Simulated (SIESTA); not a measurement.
Ba2Tl5V3O12:

```
Ba V Tl O
1.0
     6.48991   -6.67692   -0.04765
     6.48991    6.67692   -0.04765
    -1.96739    0.00000    5.75220
Ba V Tl O
2 3 5 12
Cartesian
  6.4899 0.2782 -0.0476
  6.4899 -3.9079 -0.0476
  9.8970 1.9304 1.4039
  1.1155 1.9304 4.2530
  5.5062 -0.9938 2.8285
  7.5378 2.3899 3.6011
  3.4747 2.3899 2.0558
  5.5062 6.4755 2.8285
  2.4016 -1.2210 1.2385
  8.6109 -1.2210 4.4184
  0.8627 1.7317 2.5341
  6.4815 0.0639 3.8372
  7.0413 -3.2392 4.8045
  8.1926 1.8299 1.1215
  6.5476 -1.8120 1.7511
  0.1757 0.7388 5.0824
  4.4649 -1.8120 3.9058
  10.8367 0.7388 0.5745
  3.9711 -3.2392 0.8524
  2.8198 1.8299 4.5354
  10.1497 1.7317 3.1228
  4.5309 0.0639 1.8197
```

The cell was built by a generator and needn't be a form met in nature.

Base run:

- Program: SIESTA 5.4.2
- Functional: PBE
- Potentials or basis: PseudoDojo 0.4 standard (PBE files)
- Basis: SZP (energy shift 0.003 Ry; d shell added on Ba)
- Grid cutoff: 800 Ry
- Energy shift: 0.003 Ry
- k mesh: 3 × 3 × 5
- Occupations: fermi-dirac, width 0.05 eV
- Spin: collinear spin, ferromagnetic start
- Starting moments: [0.0, 0.0, 2.0, 2.0, 2.0, 0.0, 0.0, 0.0, 0.0, 0.0, 0.0, 0.0, 0.0, 0.0, 0.0, 0.0, 0.0, 0.0, 0.0, 0.0, 0.0, 0.0] μB

Its results: band gap on the k mesh 2.70 eV, indirect (least direct gap 2.73 eV); pressure 1.4 GPa; net moment 0.00 μB per cell; largest force 0.504 eV/Å.

Question: The run is repeated on the same cell with these changes: basis from SZP (energy shift 0.003 Ry; d shell added on Ba) to TZDP (energy shift 0.003 Ry; two zetas on semicore shells; d shell added on Ba). What comes out?

Answer: Band gap on the k mesh 2.85 eV, indirect (least direct gap 2.91 eV); pressure 1.2 GPa; net moment 0.00 μB per cell; largest force 0.492 eV/Å.

Caveats: this set's barium file shifts pressures by up to 1 GPa against other sets; spin-orbit coupling is left out, which as a rule narrows the gap of such compounds by several tenths of an eV; the basis of atomic orbitals isn't converged, which shifts pressures, moduli and gaps.
